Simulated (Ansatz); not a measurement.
# HfNiS4: the cost of one run

Computed with Ansatz 0.2.0 (DFT PBE, scalar-relativistic, plane waves, PAW, unless a step's input says otherwise).

**1. The system as given**

Symmetry: F-43m, No. 216, cubic system. The conventional cell has a = 7.769 Å, b = 7.769 Å, c = 7.769 Å, α = 90.00°, β = 90.00°, γ = 90.00°. Around Hf (site symmetry -43m) lie 12 S at 3.22 Å and 4 Ni at 3.36 Å. Ni (site symmetry -43m) is surrounded by 12 S at 3.22 Å and 4 Hf at 3.36 Å. S (site symmetry 3m) has 6 S at 2.74 to 2.75 Å and 3 Ni at 3.22 Å and 3 Hf at 3.22 Å as nearest neighbours.

Coordinates:

```cif
data_structure
_symmetry_space_group_name_H-M 'F-43m'
_symmetry_Int_Tables_number 216
_cell_length_a 7.7695
_cell_length_b 7.7695
_cell_length_c 7.7695
_cell_angle_alpha 90.000
_cell_angle_beta 90.000
_cell_angle_gamma 90.000
_cell_volume 469.00
loop_
_atom_site_label
_atom_site_type_symbol
_atom_site_symmetry_multiplicity
_atom_site_Wyckoff_symbol
_atom_site_fract_x
_atom_site_fract_y
_atom_site_fract_z
_atom_site_occupancy
Hf1 Hf 4 d 0.25000 0.25000 0.75000 1
Ni1 Ni 4 a 0.00000 0.00000 0.00000 1
S1 S 16 e 0.62533 0.12533 0.87467 1
```

The cell is invented: species swapped into a database cell of ErInCo4 (F-43m, No. 216), with Hf on the Er sites, Ni on the In sites and S on the Co sites. Its size is a rough estimate.

**2. A first look at the guess**

input.yaml reads:

```yaml
crystal:
  lattice:
    - [0.0, 3.88474007, 3.88474007]
    - [3.88474007, 0.0, 3.88474007]
    - [3.88474007, 3.88474007, 0.0]
  atoms:
    - { symbol: Hf, position: [0.25, 0.25, 0.25] }
    - { symbol: Ni, position: [0.0, 0.0, 0.0], spin: 2.0 }
    - { symbol: S, position: [0.12400705, 0.62533098, 0.62533098] }
    - { symbol: S, position: [0.62533098, 0.12400705, 0.62533098] }
    - { symbol: S, position: [0.62533098, 0.62533098, 0.12400705] }
    - { symbol: S, position: [0.62533098, 0.62533098, 0.62533098] }
basis:
  ecutwfc: 420
kpoints:
  mp_grid: { grid: [4, 4, 4] }
hamiltonian:
  xc: pbe
scf:
  occupations: { method: gaussian, width: 0.1 }
  lower_state_search: "off"
output:
  forces: true
  stress: true
  eigenvalues: true
  populations: true
magnetization:
  spin_polarized: true
```

On the command line:

```
> ansatz run input.yaml --threads 1 --pin off --max-ram 2560MiB --backend cpu --events-out ev --progress --plain --runs-dir out
```

**Question.** How long does this run take on 1 thread of Arm Neoverse V1, shared host, and how much memory does it need?

About 24 s, with a peak of 0.4 GiB.
